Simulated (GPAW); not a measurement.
# GaGe (F-43m) in GPAW: single point with LDA

Aim: the single point of GaGe with LDA.

All numbers are computed with GPAW 26.7.0; they aren't measurements. Logs are shortened: lines on timing, memory, paths and dates and some standing lists are left out, and cuts for length are marked. The log counts tension as positive stress, the text compression.

### Step 1. The structure

It takes space group F-43m (No. 216, cubic). The conventional cell has a = 5.796 Å, b = 5.796 Å, c = 5.796 Å, α = 90.00°, β = 90.00°, γ = 90.00°. Around Ge (site symmetry -43m) lie 4 Ga at 2.51 Å. Ga (site symmetry -43m) is surrounded by 4 Ge at 2.51 Å.

The cell comes from a database or a generator and needn't be the stable form of this composition.

### Step 2. Single point, LDA

The input, run.py:

```python
from ase.dft.bandgap import bandgap
from ase.io import write
from ase.spacegroup import crystal
from ase.units import GPa
from gpaw import GPAW, PW

# Ge 4a
# Ga 4d
atoms = crystal(['Ge', 'Ga'],
                basis=[[0.0, 0.0, 0.0],
                       [0.25, 0.25, 0.75]],
                spacegroup=216, setting=1,  # F-43m
                cellpar=[5.795688, 5.795688, 5.795688, 90.0, 90.0, 90.0],
                primitive_cell=True)

calc = GPAW(mode=PW(450),
            xc='LDA',
            kpts={'size': (7, 7, 7), 'gamma': True},
            occupations={'name': 'fermi-dirac', 'width': 0.05},
            nbands=11,
            maxiter=120,
            txt='gpaw.txt')
atoms.calc = calc
energy = atoms.get_potential_energy()
forces = atoms.get_forces()
stress = atoms.get_stress()
calc.write('gs.gpw')
write('result.traj', atoms)
print(f'Energy: {energy:.6f} eV')
print('Forces (eV/A):')
print(forces.round(4))
print('Stress (GPa):', (stress / GPa).round(3))
print('Fermi level:', round(calc.get_fermi_level(), 4), 'eV')
print(f'Gap: {bandgap(calc)[0]:.4f} eV, direct: {bandgap(calc, direct=True)[0]:.4f} eV')
```

Potentials or basis: the program's PAW data sets (release 1.2.1) made for this functional, pw.

Started as:

```bash
OMP_NUM_THREADS=1 python run.py
```

gpaw.txt:

```text
__  _  _
 | _ |_)|_||  |
 |__||  | ||/\| - 26.7.0

Input parameters:
  mode=PW(ecut=450.00000000000006),
  kpts=MonkhorstPack(size=(7, 7, 7), gamma=True),
  maxiter=120,
  nbands=11,
  occupations=Occupations(name='fermi-dirac', width=0.05),
  xc=XC(name='LDA')

Diagonalizing LCAO Hamiltonian
Converting LCAO to pw mode

                     Ga

       Ge

Atoms  # Å, Bohr magnetons
|   | symbol |        x |        y |        z |    initial magnetic moments |
|---|--------|----------|----------|----------|-----------------------------|
| 0 |     Ge | 0.000000 | 0.000000 | 0.000000 | ( 0.0000,  0.0000,  0.0000) |
| 1 |     Ga | 4.346766 | 4.346766 | 4.346766 | ( 0.0000,  0.0000,  0.0000) |

Unit cell  # Å
| periodic |        x |        y |        z |  lengths |    angles |
|----------|----------|----------|----------|----------|-----------|
|      yes | 0.000000 | 2.897844 | 2.897844 | 4.098170 | 60.000000 |
|      yes | 2.897844 | 0.000000 | 2.897844 | 4.098170 | 60.000000 |
|      yes | 2.897844 | 2.897844 | 0.000000 | 4.098170 | 60.000000 |

Number of symmetries: 24
Symmetry operations  # r_c * U_cc + t_c -> r_c
|    | kind |            matrix            |
|----|------|------------------------------|
|  0 |  E   |  1, 0, 0,  0, 1, 0,  0, 0, 1 |
|  1 |  σ   |  1, 0, 0,  0, 0, 1,  0, 1, 0 |
|  2 |  σ   |  1, 0,-1,  0, 1,-1,  0, 0,-1 |
|  3 |  C3  |  1, 0,-1,  0, 0,-1,  0, 1,-1 |
|  4 |  C3  |  1,-1, 0,  0,-1, 1,  0,-1, 0 |
|  5 |  σ   |  1,-1, 0,  0,-1, 0,  0,-1, 1 |
|  6 |  σ   |  0, 1, 0,  1, 0, 0,  0, 0, 1 |
|  7 |  C3  |  0, 1, 0,  0, 0, 1,  1, 0, 0 |
|  8 |  C2  |  0, 1,-1,  1, 0,-1,  0, 0,-1 |
|  9 |  S4  |  0, 1,-1,  0, 0,-1,  1, 0,-1 |
| 10 |  C3  |  0, 0, 1,  1, 0, 0,  0, 1, 0 |
| 11 |  σ   |  0, 0, 1,  0, 1, 0,  1, 0, 0 |
| 12 |  S4  |  0, 0,-1,  1, 0,-1,  0, 1,-1 |
| 13 |  C3  |  0, 0,-1,  0, 1,-1,  1, 0,-1 |
| 14 |  S4  |  0,-1, 1,  1,-1, 0,  0,-1, 0 |
| 15 |  C2  |  0,-1, 1,  0,-1, 0,  1,-1, 0 |
| 16 |  C3  |  0,-1, 0,  1,-1, 0,  0,-1, 1 |
| 17 |  S4  |  0,-1, 0,  0,-1, 1,  1,-1, 0 |
| 18 |  S4  | -1, 1, 0, -1, 0, 1, -1, 0, 0 |
| 19 |  C3  | -1, 1, 0, -1, 0, 0, -1, 0, 1 |
| 20 |  C3  | -1, 0, 1, -1, 1, 0, -1, 0, 0 |
| 21 |  S4  | -1, 0, 1, -1, 0, 0, -1, 1, 0 |
| 22 |  σ   | -1, 0, 0, -1, 1, 0, -1, 0, 1 |
| 23 |  C2  | -1, 0, 0, -1, 0, 1, -1, 1, 0 |

BZ-sampling:
  Number of BZ points: 343
  Number of IBZ points: 20

  Monkhorst-Pack size: [7, 7, 7]
  Monkhorst-Pack shift: [0, 0, 0]

K-points  # in reciprocal-cell coordinates
|     |                                coordinates |     weight |
|-----|--------------------------------------------|------------|
|   0 | (  0.00000000,   0.00000000,   0.00000000) | 0.00291545 |
|   1 | (  0.14285714,   0.14285714,   0.00000000) | 0.01749271 |
|   2 | (  0.14285714,   0.14285714,   0.14285714) | 0.02332362 |
|   3 | (  0.28571429,   0.14285714,   0.14285714) | 0.03498542 |
|   4 | (  0.28571429,   0.28571429,   0.00000000) | 0.01749271 |
|   5 | (  0.28571429,   0.28571429,   0.14285714) | 0.06997085 |
|   6 | (  0.28571429,   0.28571429,   0.28571429) | 0.02332362 |
|   7 | (  0.42857143,  -0.28571429,  -0.28571429) | 0.03498542 |
|   8 | (  0.42857143,   0.28571429,  -0.42857143) | 0.13994169 |
|   9 | (  0.42857143,   0.28571429,  -0.28571429) | 0.06997085 |
| ... |                                            |            |
|  19 | (  0.42857143,   0.42857143,   0.42857143) | 0.02332362 |

Plane wave coefficients: 1067
Cutoff: 450.00000000000006 eV

Spin-components: 1 (collinear spins)
Bands:           11
Projectors:      10
Spin-degeneracy: 2
Datatype:        complex128

Parallelization:
  kpt:    1
  domain: 1
  band:   1

Density:
  Valence electrons: 7.0
  Components: 1
  Grid points: [21 21 21]
  Charge: 0.0  # |e|

Potential:
  Grid points: [21 21 21]

species:
  Ge:
    name:    Germanium
    Z:       32.0
    valence: 4
    core:    28
    charge:  0.0  # [|e|]
    compensation charges:
      type: gauss
      rc: 0.32  # [Å]
      lmax: 2
    cutoffs:
      filter: 1.77  # [Å]
      core: 3.42  # [Å]
    projectors
    | kind |    occ | energy [eV] | rcut [Å] |
    |------|--------|-------------|----------|
    |   4s |  2.000 |     -11.940 |    1.005 |
    |   4p |  2.000 |      -4.047 |    1.005 |
    |    s |        |      15.272 |    1.005 |
    |    p |        |      23.164 |    1.005 |
    |    d |        |       0.000 |    1.005 |

    Using partial waves for Ge as LCAO basis

  Ga:
    name:    Gallium
    Z:       31.0
    valence: 3
    core:    28
    charge:  0.0  # [|e|]
    compensation charges:
      type: gauss
      rc: 0.37  # [Å]
      lmax: 2
    cutoffs:
      filter: 2.06  # [Å]
      core: 4.17  # [Å]
    projectors
    | kind |    occ | energy [eV] | rcut [Å] |
    |------|--------|-------------|----------|
    |   4s |  2.000 |      -9.167 |    1.164 |
    |   4p |  1.000 |      -2.734 |    1.164 |
    |    s |        |      18.045 |    1.164 |
    |    p |        |      24.478 |    1.164 |
    |    d |        |       0.000 |    1.164 |

    Using partial waves for Ga as LCAO basis

Reference energy: -109825.873817  # eV

eigensolver:
  PPCG
  Converge bands: occupied
  niter=2

density mixing:
  MSR1-Mixer
  Pratt-step length: 0.05
  Maximum mixing coefficient: 0.75
  Old densities: 10
  SVD Regularization: 0.005
  Good broyden scale: 1.0
  Trust region scale: 1.0
  Backstep threshold: 4.0
  History deletion threshold: 6.0
  Fourier metric: weight=20.0, sigma=0.015

occupation numbers:
  Fermi-Dirac:
    width: 0.0500  # eV

poisson solver:
  ecut: 3600.0000000000005  # eV

xc functional:
  name: None

convergence criteria:
- Maximum [total energy] change in last 3 cyles: 0.0005 eV / valence electron
- Maximum integral of absolute [dens]ity change: 0.0001 electrons / valence electron
- Maximum integral of absolute [eigenst]ate change: 4e-08 eV^2 / valence electron
maximum number of iterations: 120

SCF iterations
|iter     | |      energy | eigst |  dens |
|---------|-|-------------|-------|-------|
|iter:   1| |   -8.368183 | -0.58 |       |
|iter:   2| |   -8.366519 | -2.92 | -1.01 |
|iter:   3| |   -8.346377 | -3.15 | -1.04 |
|iter:   4| |   -8.345252 | -4.06 | -1.60 |
|iter:   5| |   -8.345260c| -5.72 | -2.58 |
|iter:   6| |   -8.345263c| -6.83 | -3.02 |
|iter:   7| |   -8.345264c| -8.04c| -3.74 |
|iter:   8| |   -8.345264c| -8.51c| -4.83c|

Converged in 8 steps
Energy contributions relative to reference atoms: (reference = -109825.873817)

Energy contributions:
  Kinetic:          19.811490
  Coulomb:         -17.589418
  Zero:              0.018899
  External:          0.000000
  Xc:              -10.578266
  Entropy:          -0.015936
  Spinorbit:         0.000000
  ----------------------------
  Free energy:      -8.353232
  Extrapolated:     -8.345264

dipole moment: (-16.099810, -16.099810, -16.099810)  # |e|*Ang

Fermi level: 3.413
Eigenvalues  # (at kpt = [0.000, 0.000, 0.000])
| band index |      eig [eV] | occ [0-2] |
|------------|---------------|-----------|
|          0 |        -7.094 |     2.000 |
|          1 |         5.146 |     0.000 |
|          2 |         5.146 |     0.000 |
|          3 |         5.146 |     0.000 |
|          4 |         5.394 |     0.000 |
|          5 |         7.829 |     0.000 |
|          6 |         7.829 |     0.000 |
|          7 |         7.829 |     0.000 |
|          8 |        11.057 |     0.000 |
|        ... |               |           |
|         10 |        14.153 |     0.000 |

No gap
No difference between direct/indirect transitions

Forces  # eV/Ang
|        x |       y |        z |
|----------|---------|----------|
|  0.00000 | 0.00000 | -0.00000 |  # Ge   0
| -0.00000 | 0.00000 | -0.00000 |  # Ga   1

Stress tensor  # eV/Ang^3
|         x |         y |         z |
|-----------|-----------|-----------|
|  0.021726 |  0.000000 | -0.000000 |
|  0.000000 |  0.021726 | -0.000000 |
| -0.000000 | -0.000000 |  0.021726 |

# Writing to gs.gpw (mode='')
```

Wall time 5.7 s (1 thread of Arm Neoverse V1, shared host); peak memory 0.13 GiB.

Results:

```yaml
Free_energy: -8.3532 eV
Pressure: -3.5 GPa
Band_gap_on_the_k_mesh: none (metal or under the smearing width)
```

Caveat: the cutoff is short for stress and forces, so pressures can be off by a GPa or more.
